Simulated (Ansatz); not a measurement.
Born–Oppenheimer molecular dynamics of a periodic cell of 17 atoms, NaW₈C₈ (host WC, host structure P-6m2, interstitial Na). It starts from a relaxed structure.

Method: DFT LDA, scalar-relativistic, plane waves, PAW in Ansatz. Settings: accuracy low, cutoff 420 eV, k mesh 2x2x2, fermi-dirac smearing 0.15 eV, no spin polarisation.

```
ensemble                      : NVE (velocity Verlet)
time step                     : 1 fs
steps asked                   : 220
starting velocities drawn for : 2400 K
seed                          : 812558
```

First frame:

```xyz
17
Lattice="-2.8446 -4.9271 0.0000 4.2670 -2.4635 0.0000 0.0000 0.0000 5.5878" Properties=species:S:1:pos:R:3
W 0.064 -4.885 0.013
C 1.428 -4.110 1.360
W 0.064 -4.885 2.706
C 1.410 -4.099 4.154
W -1.438 -2.456 -0.010
C -0.012 -1.666 1.360
W -1.438 -2.456 2.730
C -0.184 -1.731 4.154
W 1.417 -2.541 0.013
C 2.837 -1.639 1.360
W 1.417 -2.542 2.706
C 3.020 -1.744 4.154
W -0.034 0.019 0.032
C -1.409 -4.085 1.360
W -0.035 0.019 2.688
C -1.438 -3.903 4.154
Na 1.427 -0.825 4.152
```

Q: What does the run give?

A: All steps were run.

```yaml
steps_done: 220
time_covered: 220 fs
mean_temperature_over_the_second_half: 1209 K
spread_of_the_potential_energy_over_the_second_half: 21.2 meV per atom
mean_potential_energy_of_the_second_half_above_the_start: 145.3 meV per atom
```

The conserved energy stayed within 0.74 meV per atom of its start (net change 0.13 meV per atom), so the integration is sound. The temperature averaged 0.50 of the 2400 K drawn at the start: a run that starts near a minimum puts about half its kinetic energy into the potential. A run of 0.22 ps of so small a system gives no equilibrium averages. Limits of this set-up: coarse k mesh, odd electron count without spin, low accuracy level.

Q: What happens to the structure?

A: Mean squared displacements from the first frame to the last, about the centre of mass: W 0.01 Å², C 0.01 Å², Na 0.01 Å². This is one draw of velocities; another would differ in detail.

Q: How do temperature and energy run in time?

A: 
```csv
time (fs),T (K),potential energy less start (eV),conserved less start (meV/atom)
0.0,2400,0.000,0.00
7.0,1414,2.048,0.49
14.0,1032,2.838,0.50
21.0,1450,1.967,0.14
28.0,830,3.254,0.43
35.0,490,3.959,0.55
42.0,1019,2.861,0.25
49.0,1101,2.693,0.36
56.0,1081,2.735,0.40
63.0,1295,2.292,0.35
70.0,1511,1.846,0.37
77.0,1637,1.583,0.29
84.0,1395,2.084,0.38
91.0,1126,2.642,0.39
98.0,1070,2.756,0.40
105.0,1166,2.558,0.31
112.0,1051,2.798,0.44
119.0,1133,2.625,0.26
126.0,903,3.106,0.55
133.0,1341,2.194,0.28
140.0,1456,1.956,0.29
147.0,1178,2.534,0.44
154.0,1233,2.418,0.33
161.0,1212,2.462,0.34
168.0,1077,2.743,0.42
175.0,1182,2.525,0.31
182.0,1046,2.807,0.40
189.0,1057,2.786,0.45
196.0,1477,1.914,0.25
203.0,1333,2.212,0.33
210.0,1092,2.713,0.52
217.0,1553,1.755,0.22
```

Run time: 16 min on 1 thread of Arm Neoverse V1, with other jobs on the host, peak memory 0.5 GiB.
